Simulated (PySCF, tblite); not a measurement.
# C₄H₁₄Ge₂Si: geometry, infrared bands and NMR shifts

Aim: predict the infrared bands and NMR shifts of C₄H₁₄Ge₂Si (`C=[CH][Ge@@H]([CH3])[Ge@@H]([CH3])[SiH3]`).

The runs use tblite 0.8.0 and PySCF 2.14.0, with density-fitted response routines of our own; the level of theory stands in each step. All values are computed, except where a source is named. Atoms count from 0, in the outputs and in this text.

## Step 1: The molecule as given

21 atoms, charge 0, multiplicity 1; geometry from: force field or distance geometry start.

Bonds of the start (Å): C0–C1 1.35, C1–Ge2 1.92, Ge2–C3 1.96, Ge2–Ge4 2.40, Ge4–C5 1.93, Ge4–Si6 2.29, C0–H7 1.08, C0–H8 1.08, C1–H9 1.08, Ge2–H10 1.56, C3–H11 1.10, C3–H12 1.11, C3–H13 1.11, Ge4–H14 1.56, C5–H15 1.13, C5–H16 1.13, C5–H17 1.11, Si6–H18 1.48, Si6–H19 1.48, Si6–H20 1.47.

## Step 2: Optimising the geometry with GFN2-xTB

The job: settings as JSON, then the geometry in Å.

```
{"job": {"kind": "relax", "xc": "GFN2-xTB", "basis": "xTB"}, "charge": 0, "multiplicity": 1}
C      2.912800    -1.197500    -0.961100
C      1.868400    -0.351100    -1.012100
Ge     0.992900     0.181400     0.613400
C      1.354500     2.054400     1.046100
Ge    -1.399700     0.021900     0.443800
C     -2.063400     1.102800    -1.015500
Si    -2.142100    -2.145500     0.390200
H      3.387300    -1.471400    -1.894700
H      3.301500    -1.617600    -0.040100
H      1.532300     0.023700    -1.966300
H      1.525100    -0.738900     1.751500
H      1.961400     2.539700     0.261100
H      1.866500     2.098700     2.035300
H      0.400400     2.618000     1.153700
H     -1.962200     0.679100     1.743300
H     -1.423000     2.030500    -1.049200
H     -3.098200     1.485900    -0.791200
H     -2.040200     0.607900    -2.005700
H     -3.071500    -2.350200     1.520500
H     -2.880200    -2.481100    -0.844600
H     -1.031500    -3.073900     0.621000
```

Started as:

```bash
$ OMP_NUM_THREADS=1 python probes_run.py task.json out
```

The driver reads the jobs from task.json and runs them one after another.

Standard output:

```text
step      E/eV     max force
  0    -577.46773    1.835
  1    -577.60587    1.357
  2    -577.65842    0.548
  3    -577.68046    0.408
  4    -577.71953    0.313
  5    -577.72757    0.264
  6    -577.73779    0.206
  7    -577.74415    0.222
  8    -577.75094    0.204
  9    -577.75553    0.197
 10    -577.75913    0.123
 11    -577.76219    0.141
 12    -577.76543    0.161
 13    -577.76869    0.159
 14    -577.77130    0.130
 15    -577.77289    0.086
 16    -577.77404    0.106
 17    -577.77522    0.105
 18    -577.77648    0.111
 19    -577.77767    0.081
 20    -577.77872    0.085
 21    -577.77973    0.090
 22    -577.78088    0.099
 23    -577.78215    0.101
 24    -577.78326    0.061
 25    -577.78405    0.069
 26    -577.78471    0.068
 27    -577.78553    0.097
 28    -577.78667    0.103
 29    -577.78807    0.077
 30    -577.78945    0.100
 31    -577.79053    0.097
 32    -577.79138    0.073
 33    -577.79220    0.086
 34    -577.79307    0.093
 35    -577.79400    0.104
 36    -577.79506    0.120
 37    -577.79613    0.118
 38    -577.79697    0.086
 39    -577.79747    0.048
 40    -577.79777    0.049
 41    -577.79805    0.069
 42    -577.79840    0.084
 43    -577.79876    0.074
 44    -577.79903    0.045
 45    -577.79921    0.026
 46    -577.79935    0.032
 47    -577.79952    0.047
 48    -577.79977    0.057
 49    -577.80013    0.056
 50    -577.80060    0.062
 51    -577.80111    0.055
 52    -577.80158    0.068
 53    -577.80199    0.065
 54    -577.80238    0.055
 55    -577.80278    0.062
 56    -577.80313    0.051
 57    -577.80338    0.041
 58    -577.80359    0.033
 59    -577.80382    0.040
 60    -577.80405    0.038
 61    -577.80423    0.038
 62    -577.80435    0.032
 63    -577.80448    0.033
 64    -577.80469    0.030
 65    -577.80493    0.053
 66    -577.80520    0.056
 67    -577.80541    0.035
 68    -577.80557    0.024
 69    -577.80573    0.032
 70    -577.80591    0.042
 71    -577.80611    0.041
 72    -577.80632    0.031
 73    -577.80656    0.034
 74    -577.80688    0.065
 75    -577.80733    0.088
 76    -577.80787    0.079
 77    -577.80827    0.049
 78    -577.80846    0.046
 79    -577.80873    0.042
 80    -577.80902    0.047
 81    -577.80945    0.049
 82    -577.81026    0.059
 83    -577.81109    0.057
 84    -577.81176    0.055
 85    -577.81223    0.041
 86    -577.81265    0.048
 87    -577.81299    0.064
 88    -577.81343    0.040
 89    -577.81373    0.040
 90    -577.81401    0.036
 91    -577.81428    0.040
 92    -577.81462    0.033
 93    -577.81490    0.037
 94    -577.81512    0.036
 95    -577.81531    0.047
 96    -577.81557    0.047
 97    -577.81602    0.044
 98    -577.81655    0.052
 99    -577.81723    0.075
100    -577.81783    0.067
101    -577.81697    0.199
102    -577.81886    0.047
103    -577.81923    0.041
104    -577.82004    0.115
105    -577.82069    0.061
106    -577.82128    0.053
107    -577.82372    0.130
108    -577.82530    0.124
109    -577.82691    0.118
110    -577.82881    0.130
111    -577.82798    0.245
112    -577.83102    0.080
113    -577.83191    0.060
114    -577.83314    0.054
115    -577.83358    0.074
116    -577.83450    0.101
117    -577.83529    0.066
118    -577.83606    0.075
119    -577.83672    0.039
120    -577.83707    0.037
121    -577.83726    0.038
122    -577.83737    0.039
123    -577.83750    0.029
124    -577.83777    0.028
125    -577.83790    0.037
126    -577.83811    0.033
127    -577.83828    0.031
128    -577.83852    0.037
129    -577.83878    0.037
130    -577.83902    0.035
131    -577.83918    0.028
132    -577.83933    0.023
133    -577.83950    0.034
134    -577.83974    0.041
135    -577.84002    0.044
136    -577.84034    0.038
137    -577.84066    0.043
138    -577.84096    0.030
139    -577.84120    0.027
140    -577.84134    0.017
141    -577.84143    0.014
142    -577.84149    0.016
143    -577.84154    0.014
144    -577.84159    0.011
145    -577.84163    0.014
146    -577.84166    0.012
147    -577.84169    0.010
```

Run time: 1.5 s. Hardware: 1 thread of Arm Neoverse V1, shared host; peak memory 0.18 GiB.

The steps of the relaxation: (not every step is listed)

```csv
step,energy from step 0 (eV),largest force (eV/Å)
0,0.0000,1.8354
1,-0.1381,1.3573
2,-0.1907,0.5480
3,-0.2127,0.4079
4,-0.2518,0.3126
5,-0.2598,0.2642
6,-0.2701,0.2064
7,-0.2764,0.2224
8,-0.2832,0.2041
21,-0.3120,0.0900
34,-0.3253,0.0930
47,-0.3318,0.0475
60,-0.3363,0.0382
73,-0.3388,0.0337
86,-0.3449,0.0479
99,-0.3495,0.0755
112,-0.3633,0.0804
125,-0.3702,0.0366
138,-0.3732,0.0301
142,-0.3738,0.0158
143,-0.3738,0.0142
144,-0.3739,0.0112
145,-0.3739,0.0139
146,-0.3739,0.0116
147,-0.3740,0.0097
```

Distances of close pairs at the start and the end, largest changes first:

```csv
bond,before (Å),after (Å),change (Å)
Ge4–Si6,2.292,2.356,+0.065
Ge4–C5,1.933,1.988,+0.054
C5–H15,1.128,1.087,-0.040
C1–Ge2,1.922,1.961,+0.039
C5–H16,1.126,1.087,-0.039
Ge2–Ge4,2.404,2.439,+0.035
Ge2–H10,1.557,1.525,-0.032
C3–H12,1.115,1.086,-0.028
```

The end geometry stands in the next job.

## Step 3: Infrared spectrum with GFN2-xTB

The job: settings as JSON, then the geometry in Å.

```
{"job": {"kind": "ir", "xc": "GFN2-xTB", "basis": "xTB"}, "charge": 0, "multiplicity": 1}
C      2.703400    -1.306505    -1.008477
C      1.984723    -0.201858    -0.903005
Ge     0.993296     0.320488     0.705833
C      1.460363     2.196552     1.147834
Ge    -1.410702    -0.016733     0.470778
C     -2.017246     1.009949    -1.119310
Si    -2.224138    -2.228147     0.439347
H      3.226126    -1.584411    -1.912718
H      2.803847    -1.985165    -0.175376
H      1.904948     0.453894    -1.762968
H      1.557357    -0.556885     1.818558
H      1.200664     2.855865     0.322985
H      2.526291     2.290878     1.335832
H      0.922445     2.531329     2.030445
H     -2.031782     0.753219     1.642461
H     -1.683449     2.044008    -1.075685
H     -3.101467     1.009297    -1.197148
H     -1.616583     0.566464    -2.028258
H     -3.173903    -2.456867     1.528794
H     -2.909026    -2.492986    -0.828503
H     -1.124086    -3.185443     0.568108
```

Standard output:

```text
mode    cm-1     km/mol
  1     -12.7      0.03
  2      -7.3      0.07
  3      31.6      0.06
  4      57.8      0.44
  5      69.1      0.51
  6     103.7      0.98
  7     116.4      0.06
  8     122.1      0.24
  9     126.5      1.64
 10     131.6      2.76
 11     138.0      6.50
 12     223.3      0.79
 13     283.1      1.53
 14     357.1      0.58
 15     444.4     40.24
 16     464.6     13.02
 17     480.0     54.15
 18     532.1     74.29
 19     562.3     50.74
 20     569.0     88.91
 21     583.9    324.05
 22     591.0     57.36
 23     619.8    149.61
 24     659.2     96.60
 25     751.7    454.58
 26     772.7     59.28
 27     781.8    151.10
 28     783.6    137.81
 29     789.3    221.67
 30     806.5    135.72
 31     824.7     70.06
 32     907.3     22.48
 33     992.3     11.14
 34    1027.8     13.26
 35    1254.5      4.69
 36    1315.7      0.95
 37    1324.5      1.87
 38    1405.7      2.15
 39    1462.5      0.89
 40    1463.4      0.45
 41    1470.2      0.35
 42    1472.8      0.06
 43    1657.3      5.69
 44    1764.3    601.29
 45    1820.1    519.02
 46    2233.5    215.64
 47    2245.0    252.99
 48    2251.2    351.34
 49    3001.1     34.50
 50    3003.1     21.37
 51    3004.1     20.15
 52    3007.8     58.10
 53    3010.6     17.18
 54    3015.3     17.22
 55    3017.8     34.45
 56    3052.9     56.67
 57    3081.7     48.02
```

Wall time 1.1 s (1 thread of Arm Neoverse V1, shared host); peak memory 0.18 GiB.

The strongest bands and the atoms that carry them (share of the mass-weighted mode):

```csv
cm⁻¹,km/mol,atoms
584,324.1,"H10 58 %, H14 20 %"
752,454.6,"H15 23 %, H16 16 %, H20 10 %"
789,221.7,"H19 45 %, H20 36 %"
1764,601.3,H14 98 %
1820,519.0,H10 97 %
2234,215.6,H19 90 %
2245,253.0,"H20 73 %, H18 18 %"
2251,351.3,"H18 75 %, H20 20 %"
```

## Step 4: Nuclear shieldings: PBE0/pcSseg-1

Same as in step 3 but for these lines:

```diff
@@ -1,2 +1,2 @@
-{"job": {"kind": "ir", "xc": "GFN2-xTB", "basis": "xTB"}, "charge": 0, "multiplicity": 1}
+{"job": {"kind": "nmr", "xc": "PBE0", "basis": "pcSseg-1"}, "charge": 0, "multiplicity": 1}
 C      2.703400    -1.306505    -1.008477
```

With the program's defaults for keys left out, this is: GIAO PBE0/pcSseg-1 NMR shielding, non-relativistic, gas phase.

Standard output:

```text
coarse grid: 76576 points
cycle   1  E = -4602.8925808414  dE = -1.160e+00  |g| = 1.254e+00  |ddm| = 4.176e+00
cycle   2  E = -4602.8209989025  dE =  7.158e-02  |g| = 1.300e+00  |ddm| = 1.321e+00
cycle   3  E = -4603.0203374276  dE = -1.993e-01  |g| = 1.372e-01  |ddm| = 9.078e-01
cycle   4  E = -4603.0242664141  dE = -3.929e-03  |g| = 4.019e-02  |ddm| = 1.753e-01
cycle   5  E = -4603.0247263986  dE = -4.600e-04  |g| = 1.032e-02  |ddm| = 4.552e-02
cycle   6  E = -4603.0247497978  dE = -2.340e-05  |g| = 3.238e-03  |ddm| = 1.154e-02
cycle   7  E = -4603.0247524847  dE = -2.687e-06  |g| = 1.122e-03  |ddm| = 3.539e-03
final grid: 158048 points
cycle   8  E = -4603.0247383621  dE =  3.141e-07  |g| = 1.659e-03  |ddm| = 3.226e-03
cycle   9  E = -4603.0247372429  dE =  1.119e-06  |g| = 2.673e-03  |ddm| = 3.267e-03
cycle  10  E = -4603.0247390257  dE = -1.783e-06  |g| = 2.531e-04  |ddm| = 2.043e-03
cycle  11  E = -4603.0247390408  dE = -1.504e-08  |g| = 2.215e-05  |ddm| = 2.248e-04
cycle  12  E = -4603.0247390409  dE = -1.182e-10  |g| = 2.554e-06  |ddm| = 2.666e-05
converged SCF energy = -4603.0247390409

GIAO shielding tensors (ppm)
atom      isotropic    diamagn.    paramagn.     s11        s22        s33       span
  0 C       47.106     254.572    -207.466    -75.947     58.388    158.877    234.824
  1 C       41.683     261.588    -219.905    -77.427     32.488    169.987    247.413
  2 Ge    1441.815    2757.455   -1315.639   1388.481   1424.631   1512.335    123.854
  3 C      188.808     251.378     -62.570    179.747    191.823    194.854     15.108
  4 Ge    1597.501    2759.320   -1161.819   1540.184   1585.222   1667.096    126.913
  5 C      192.501     251.828     -59.327    188.380    193.075    196.048      7.667
  6 Si     457.260     880.676    -423.416    440.052    455.314    476.415     36.363
  7 H       25.313      29.053      -3.741     21.625     24.363     29.950      8.326
  8 H       25.548      32.515      -6.967     21.023     24.306     31.314     10.292
  9 H       25.154      33.865      -8.711     21.773     24.302     29.387      7.614
 10 H       27.306      31.873      -4.567     21.296     22.368     38.253     16.958
 11 H       31.158      31.747      -0.588     25.788     29.255     38.433     12.645
 12 H       31.096      29.102       1.994     25.400     27.808     40.079     14.679
 13 H       31.359      30.667       0.692     25.680     28.865     39.531     13.852
 14 H       27.837      31.722      -3.884     21.535     22.671     39.306     17.771
 15 H       31.266      32.232      -0.966     24.932     29.512     39.353     14.421
 16 H       31.221      29.776       1.445     25.141     27.976     40.545     15.403
 17 H       31.420      32.819      -1.400     26.254     28.877     39.127     12.873
 18 H       28.015      28.608      -0.593     23.867     25.403     34.776     10.909
 19 H       28.211      28.892      -0.680     24.031     26.322     34.281     10.249
 20 H       28.142      29.228      -1.086     23.413     27.228     33.786     10.374
```

It took 72 s on 1 thread of Arm Neoverse V1, shared host; peak memory 1.1 GiB.

Shifts follow as δ = σ(reference) − σ, with reference shieldings (ppm) from runs at the same level and on the same kind of geometry: 1H TMS 31.72, 13C TMS 186.9, 29Si TMS 349.2, 73Ge GeMe4 1331. The references are single molecules in the gas phase. Atoms listed in one row are averaged.

```csv
atoms,environment,σ (ppm),δ (ppm)
C1,alkene CH,41.7,145.2
C0,terminal =CH2 carbon,47.1,139.8
C3,methyl carbon bonded to Ge,188.8,-1.9
C5,methyl carbon bonded to Ge,192.5,-5.6
H9,hydrogen on an alkene CH,25.15,6.56
H7,hydrogen on a terminal =CH2 carbon,25.31,6.40
H8,hydrogen on a terminal =CH2 carbon,25.55,6.17
H10,"hydrogen on a germanium bonded to 2 C, Ge",27.31,4.41
H14,"hydrogen on a germanium bonded to C, Ge, Si",27.84,3.88
"H18, H19, H20",hydrogen on a silicon bonded to Ge,28.12,3.59
"H11, H12, H13",hydrogen on a methyl carbon bonded to Ge,31.20,0.51
"H15, H16, H17",hydrogen on a methyl carbon bonded to Ge,31.30,0.41
Ge2,"germanium bonded to 2 C, Ge, H",1442,-111
Ge4,"germanium bonded to C, Ge, Si, H",1598,-267
Si6,"silicon bonded to Ge, 3 H",457.3,-108.1
```

Charges from the same density, by scheme (e):

```csv
atoms,Mulliken,IAO,Hirshfeld,ESP fit
C0,-0.13,-0.29,-0.10,-0.44
C1,-0.50,-0.38,-0.14,-0.18
Ge2,0.44,0.54,0.28,0.41
C3,-0.53,-0.66,-0.20,-0.57
Ge4,-0.16,0.23,0.18,0.15
C5,-0.52,-0.65,-0.20,-0.43
Si6,0.41,0.32,0.21,0.17
```

Mayer bond orders: C0–C1 1.96, C1–Ge2 0.88, Ge2–C3 1.01, Ge2–Ge4 0.92, Ge4–C5 1.00, Ge4–Si6 0.89.

## Step 5: Outcome

| quantity | value |
| --- | --- |
| strongest single infrared mode (GFN2-xTB) | 1764 cm⁻¹, 601 km/mol |
| zero-point energy (GFN2-xTB) | 94.4 kcal/mol |
| 13C shifts against TMS (PBE0/pcSseg-1) | 145.2, 139.8, -1.9, -5.6 ppm |
| 1H shifts against TMS (PBE0/pcSseg-1, means over atoms taken as alike) | 6.56, 6.40, 6.17, 4.41, 3.88, 3.59, 0.51, 0.41 ppm |
| 73Ge shifts against GeMe4 (PBE0/pcSseg-1) | -111, -267 ppm |
| 29Si shifts against TMS (PBE0/pcSseg-1) | -108.1 ppm |

Over 147 steps the energy fell by 0.374 eV; of the close pairs, Ge4–Si6 changed most, 2.292 to 2.356 Å. The lowest mode is slightly imaginary (13i cm⁻¹), a soft motion within the noise of the Hessian, so the minimum is not strictly shown. The strongest single mode, at 1764 cm⁻¹, moves mainly H14. Unscaled tight-binding wavenumbers are off by several per cent, some by more. Its intensities can rank the bands wrongly. C1 (alkene CH) lies farthest downfield among carbon, at 145.2 ppm; as expected for a trigonal carbon in a double bond. The most deshielded hydrogen is H9 (hydrogen on an alkene CH), at 6.56 ppm: olefinic region. Spin-orbit coupling is left out, which matters for shieldings and couplings at and beside the heavy atoms.
